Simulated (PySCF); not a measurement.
# B3H4NO3: the cost of one run

Computed with PySCF 2.14.0, with density-fitted response routines of our own, on a single molecule in the gas phase. Atoms are numbered from 0 throughout.

**1. The molecule as given**

11 atoms, charge 0, multiplicity 1; geometry from: GFN2-xTB. The atoms were then displaced at random by about 0.01 Å, so the start is not that level's minimum.

Bonds of the start (Å): N0–B1 1.43, B1–O2 1.40, O2–B3 1.30, B3–O4 1.36, O4–B5 1.37, B5–O6 1.37, O6–B1 1.38, N0–H7 1.01, N0–H8 0.96, B3–H9 1.19, B5–H10 1.17.

**2. Relaxing the molecule at PBE0-D3(BJ)/def2-SVP**

Job settings and geometry (Å):

```
{"job": {"xc": "PBE0", "basis": "def2-SVP", "d3": "d3bj", "grid": 1, "shake": 0.01, "kind": "geom"}, "charge": 0, "multiplicity": 1}
N      2.021910    -0.781220     0.004200
B      0.693470    -0.267640     0.076070
O     -0.364400    -0.959100    -0.514880
B     -1.568370    -0.468440    -0.425250
O     -1.853270     0.691560     0.224570
B     -0.829090     1.392580     0.809920
O      0.450280     0.919930     0.741900
H      2.800940    -0.274630     0.400870
H      2.225740    -1.606300    -0.451820
H     -2.486280    -1.061980    -0.908100
H     -1.052820     2.389400     1.381640
```

The run is started by

```bash
OMP_NUM_THREADS=1 python probes_run.py task.json out
```

One launch serves the whole session: the jobs run in the order shown.

Q: Estimate the wall time and peak memory of this first job on 1 thread of Arm Neoverse V2, shared host.

About 40 s, with a peak of 0.51 GiB.
